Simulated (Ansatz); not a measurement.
**GaHOF radical (SMILES [OH][Ga][F]): one structure at several levels**

A test off equilibrium: a structure displaced at random from a GFN2-xTB minimum is computed at several levels, and each is set against CCSD(T).

The runs use Ansatz 0.2.0, Gaussian basis; single points in def2-TZVPP.

Correlated methods freeze the cores. Filled d shells of the heavier atoms are correlated. Orbitals are unrestricted.

**1. The starting structure**

SMILES `[OH][Ga][F]`, 4 atoms, charge 0, spin multiplicity 2.

Atoms are counted from 1 here; the program's logs count them from 0.

Bond lengths: O1–Ga2 1.843 Å, O1–H4 1.030 Å, Ga2–F3 1.642 Å. Angles: Ga2–O1–H4 129.8°, O1–Ga2–F3 126.9°.

As a file:

```
O    -0.9532    0.2091   -0.4762
Ga    0.7297    0.0848    0.2646
F     1.4559   -1.2696    0.8430
H    -1.3830    0.9785   -1.0099
```

**2. CCSD(T)/def2-TZVPP**

The input, run/in.yaml:

```yaml
crystal:
  periodic: [false, false, false]
  atoms:
    - {symbol: O, position_ang: [-0.953200, 0.209100, -0.476200]}
    - {symbol: Ga, position_ang: [0.729700, 0.084800, 0.264600]}
    - {symbol: F, position_ang: [1.455900, -1.269600, 0.843000]}
    - {symbol: H, position_ang: [-1.383000, 0.978500, -1.009900]}
basis:
  gaussian: {orbitals: def2-TZVPP}
magnetization: {spin_polarized: true, initial_magnetization: 1}
correlation: {method: ccsd_t}
scf: {omitted_lower_state_checks: [cluster_reference]}
output: {forces: true}
```

Started as:

```sh
> ansatz run in.yaml --threads 8 --pin off --events-out ev --progress --plain --max-ram 10444MiB
```

**3. PBE0-D4/def2-TZVPP**

Changes to run/in.yaml since step 2:

```diff
@@ -10,4 +10,3 @@
 magnetization: {spin_polarized: true, initial_magnetization: 1}
-correlation: {method: ccsd_t}
-scf: {omitted_lower_state_checks: [cluster_reference]}
-output: {forces: true}
+hamiltonian: {xc: pbe0, dispersion: d4}
+output: {forces: true, orbitals: {seedname: orbitals}}
```

**4. wB97M-V/def2-TZVPP**

Changes to run/in.yaml since step 3:

```diff
@@ -10,3 +10,3 @@
 magnetization: {spin_polarized: true, initial_magnetization: 1}
-hamiltonian: {xc: pbe0, dispersion: d4}
-output: {forces: true, orbitals: {seedname: orbitals}}
+hamiltonian: {xc: {name: wB97M-V}}
+output: {forces: true}
```

**5. r2SCAN-D4/def2-TZVPP**

Changes to run/in.yaml since step 4:

```diff
@@ -10,3 +10,3 @@
 magnetization: {spin_polarized: true, initial_magnetization: 1}
-hamiltonian: {xc: {name: wB97M-V}}
+hamiltonian: {xc: r2scan, dispersion: d4}
 output: {forces: true}
```

**6. PBE-D4/def2-TZVPP**

Changes to run/in.yaml since step 5:

```diff
@@ -10,3 +10,3 @@
 magnetization: {spin_polarized: true, initial_magnetization: 1}
-hamiltonian: {xc: r2scan, dispersion: d4}
+hamiltonian: {xc: pbe, dispersion: d4}
 output: {forces: true}
```

**7. wB97X-V/def2-TZVPP**

Changes to run/in.yaml since step 6:

```diff
@@ -10,3 +10,3 @@
 magnetization: {spin_polarized: true, initial_magnetization: 1}
-hamiltonian: {xc: pbe, dispersion: d4}
+hamiltonian: {xc: {name: wB97X-V}}
 output: {forces: true}
```

**8. BHLYP-D4/def2-TZVPP**

Changes to run/in.yaml since step 7:

```diff
@@ -10,3 +10,3 @@
 magnetization: {spin_polarized: true, initial_magnetization: 1}
-hamiltonian: {xc: {name: wB97X-V}}
+hamiltonian: {xc: {name: BHLYP}, dispersion: d4}
 output: {forces: true}
```

(Steps that only read results are left out.)

**Question.** What will these runs give? Wanted: energy less free atoms, CCSD(T)/def2-TZVPP; RMS force component; RMS force error; HOMO and LUMO, PBE0-D4; T1 diagnostic.

As calculated:

| quantity | value |
| --- | --- |
| energy less free atoms, CCSD(T)/def2-TZVPP | -1170.8 kJ/mol |
| RMS force component | 2.116 to 2.224 eV/Å over the methods |
| RMS force error | PBE0-D4 0.069, wB97M-V 0.077, r2SCAN-D4 0.059, PBE-D4 0.309, wB97X-V 0.065, BHLYP-D4 0.233 eV/Å |
| HOMO and LUMO, PBE0-D4 | -6.42 and -3.15 eV |
| T1 diagnostic | 0.018 |

Against CCSD(T) the functionals' energies less atoms differ by -66.4 to +69.0 kJ/mol, PBE-D4 by -66.4 kJ/mol. A larger basis would deepen the CCSD(T) value, while the functionals are nearly converged already, so the order here is not reliable. On forces the order runs from r2SCAN-D4 to PBE-D4.
